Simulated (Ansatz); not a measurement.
A nudged elastic band was laid between two geometries of a periodic cell of 17 atoms, TiSi₁₆ (host Si, host structure diamond, interstitial Ti).

These are results of DFT PBE-D3(BJ), scalar-relativistic, plane waves, PAW in Ansatz, not measurements. Settings: PAW set soft_1, cutoff 420 eV, k mesh 2x2x2, fermi-dirac smearing 0.02 eV, no spin polarisation.

| Property | Result |
| --- | --- |
| movable images | 5 |
| climbing image | yes |
| spring | 5.0 eV/Å² |
| optimiser | fire |
| start path | IDPP |
| force threshold | 0.03 eV/Å |
| iteration limit | 54 |
| end points | relaxed |

Image 0:

```xyz
17
Lattice="0.0000 5.4300 5.4300 5.4300 0.0000 5.4300 5.4300 5.4300 0.0000" Properties=species:S:1:pos:R:3
Si 0.051 -0.048 -0.042
Si 1.398 1.355 1.360
Si 2.702 2.731 -0.013
Si 4.077 4.036 1.362
Si 2.704 -0.017 2.735
Si 4.080 1.354 4.042
Si 5.450 2.730 2.735
Si 6.791 4.073 4.076
Si 0.048 2.757 2.763
Si 1.364 4.065 4.079
Si 2.673 5.382 2.766
Si 4.075 6.785 4.113
Si 2.678 2.756 5.393
Si 4.078 4.107 6.793
Si 5.450 5.413 5.419
Si 6.757 6.784 6.795
Ti 9.508 6.783 6.793
```

Image 6:

```xyz
17
Lattice="0.0000 5.4300 5.4300 5.4300 0.0000 5.4300 5.4300 5.4300 0.0000" Properties=species:S:1:pos:R:3
Si 0.003 -0.006 0.003
Si 1.344 1.337 1.344
Si 2.716 2.711 0.039
Si 4.091 4.083 1.344
Si 2.718 0.031 2.718
Si 4.092 1.336 4.092
Si 5.397 2.710 2.718
Si 6.745 4.112 4.122
Si 0.039 2.711 2.716
Si 1.344 4.083 4.091
Si 2.716 5.389 2.716
Si 4.117 6.741 4.117
Si 2.718 2.710 5.397
Si 4.122 4.112 6.745
Si 5.429 5.429 5.429
Si 6.745 6.737 6.745
Ti 8.146 8.142 8.146
```

Q: Which bonds break or form, and what moves?

A: Contacts lost: Si1–Ti17, Si2–Ti17, Si4–Ti17, Si6–Ti17. Contacts made: Si3–Ti17, Si5–Ti17, Si7–Ti17, Si8–Ti17. The atom that moves furthest is Ti17, by 2.35 Å; four of its nearest neighbours are Si13 2.43, Si9 2.43, Si11 2.43, Si1 2.43 Å at the first end and Si12 2.43, Si16 2.43, Si8 2.43, Si14 2.43 Å at the last.

Q: Give the energies along the band, and the barrier.

A: The run converged. The highest image is number 3 of 0 to 6, 1.71 eV above the ends, which have the same energy within 2 meV. By the program's own check the climbing image is a first-order saddle point (lowest curvatures found: -4.43 and 0.09 eV/Å²). Limits of this set-up: coarse k mesh, a small cell, in which the defect meets its images.

```csv
image,path coordinate (Å),energy (eV),Si1–Ti17 (Å),Si2–Ti17 (Å),Si4–Ti17 (Å)
0,0.00,0.00,2.43,2.75,2.75
1,0.54,0.12,2.40,2.83,2.83
2,1.09,0.99,2.66,3.11,3.11
3,1.65,1.71,3.19,3.51,3.51
4,2.20,1.00,3.78,3.94,3.95
5,2.75,0.12,4.32,4.33,4.34
6,3.29,0.00,4.70,4.49,4.50
```

Q: What is the geometry of the highest image?

A: 
```xyz
17
Lattice="0.0000 5.4300 5.4300 5.4300 0.0000 5.4300 5.4300 5.4300 0.0000" Properties=species:S:1:pos:R:3
Si -0.194 0.192 0.200
Si 1.369 1.427 1.434
Si 2.791 2.638 0.012
Si 4.002 4.060 1.434
Si 2.791 0.004 2.645
Si 4.002 1.426 4.067
Si 5.424 2.638 2.645
Si 6.987 3.872 3.879
Si 0.132 2.825 2.832
Si 1.169 4.262 4.269
Si 2.606 5.299 2.831
Si 4.189 6.672 4.204
Si 2.606 2.824 5.305
Si 4.190 4.197 6.678
Si 5.627 5.234 5.241
Si 6.664 6.672 6.679
Ti 8.828 7.463 7.470
```

The band took 51 iterations and of the order of 29 core-minutes.

Time of the run: 29 min on 1 thread of Arm Neoverse V2, with other jobs on the host, peak memory 0.89 GiB.
